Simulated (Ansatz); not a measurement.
# BrClFH2NSi: small, medium and large basis sets

An exercise on one series of results from a longer session: the logs are not shown, and one member is left open.

Computed with Ansatz 0.2.0, Gaussian basis. Level: one geometry, several basis sets.

The runs, in order: PBE0-D4/def2-SVP; ωB97M-V/def2-SVP; PBE0-D4/def2-QZVPP; ωB97M-V/def2-QZVPP; the functionals' def2-TZVPP values are taken from earlier runs.

### The relaxed structure

The geometry comes from an earlier relaxation with PBE0-D4 in a triple-zeta def2 set; it is a stationary point, not always the lowest conformer.

SMILES `N[Si](F)(Cl)Br`, 7 atoms, charge 0, spin multiplicity 1.

Atoms are counted from 1 here; the program's logs count them from 0.

Bond lengths: N1–Si2 1.676 Å, N1–H6 1.005 Å, N1–H7 1.005 Å, Si2–F3 1.585 Å, Si2–Cl4 2.029 Å, Si2–Br5 2.194 Å. Angles: Si2–N1–H6 122.7°, Si2–N1–H7 122.5°, H6–N1–H7 113.9°, N1–Si2–F3 114.8°, N1–Si2–Cl4 109.0°, N1–Si2–Br5 109.5°, F3–Si2–Cl4 105.7°, F3–Si2–Br5 105.5°, Cl4–Si2–Br5 112.4°.

Coordinates:

```xyz
7
BrClFH2NSi
N     0.80466   -0.38057    0.65228
Si   -0.39123    0.14155   -0.39947
F    -0.09700   -0.14005   -1.93164
Cl   -2.11452   -0.84355    0.01882
Br   -0.61134    2.31846   -0.23581
H     1.63255    0.15681    0.84241
H     0.83827   -1.32046    1.00781
```

Set-up of the first run:

in.yaml reads:

```yaml
crystal:
  periodic: [false, false, false]
  atoms:
    - {symbol: N, position_ang: [0.804658, -0.380573, 0.652275]}
    - {symbol: Si, position_ang: [-0.391226, 0.141555, -0.399469]}
    - {symbol: F, position_ang: [-0.096999, -0.140046, -1.931636]}
    - {symbol: Cl, position_ang: [-2.114520, -0.843552, 0.018822]}
    - {symbol: Br, position_ang: [-0.611336, 2.318459, -0.235806]}
    - {symbol: H, position_ang: [1.632555, 0.156814, 0.842408]}
    - {symbol: H, position_ang: [0.838266, -1.320458, 1.007805]}
basis:
  gaussian: {orbitals: def2-SVP}
hamiltonian: {xc: pbe0, dispersion: d4}
output: {orbitals: {seedname: orbitals}}
```

Steps of the session up to this table: PBE0-D4 in def2-SVP; ωB97M-V in def2-SVP; PBE0-D4 in def2-QZVPP; ωB97M-V in def2-QZVPP.

One of the session's tables, all rows but one given; the rest of the session is left out.

It belongs to the step «Density functionals: the series». 

| functional | basis | HOMO (eV) | LUMO (eV) |
| --- | --- | --- | --- |
| PBE0-D4 | def2-SVP | -8.23 | 0.66 |
| PBE0-D4 | def2-TZVPP | -8.39 | 0.20 |
| PBE0-D4 | def2-QZVPP | ? | ? |
| ωB97M-V | def2-SVP | -10.55 | 2.64 |
| ωB97M-V | def2-TZVPP | -10.73 | 1.92 |
| ωB97M-V | def2-QZVPP | -10.77 | 1.40 |

Q: Estimate the row for PBE0-D4, def2-QZVPP from the others.

As computed: HOMO (eV): -8.43; LUMO (eV): -0.03. In the column «HOMO (eV)» it lies between ωB97M-V, def2-SVP (-10.55) and PBE0-D4, def2-TZVPP (-8.39).
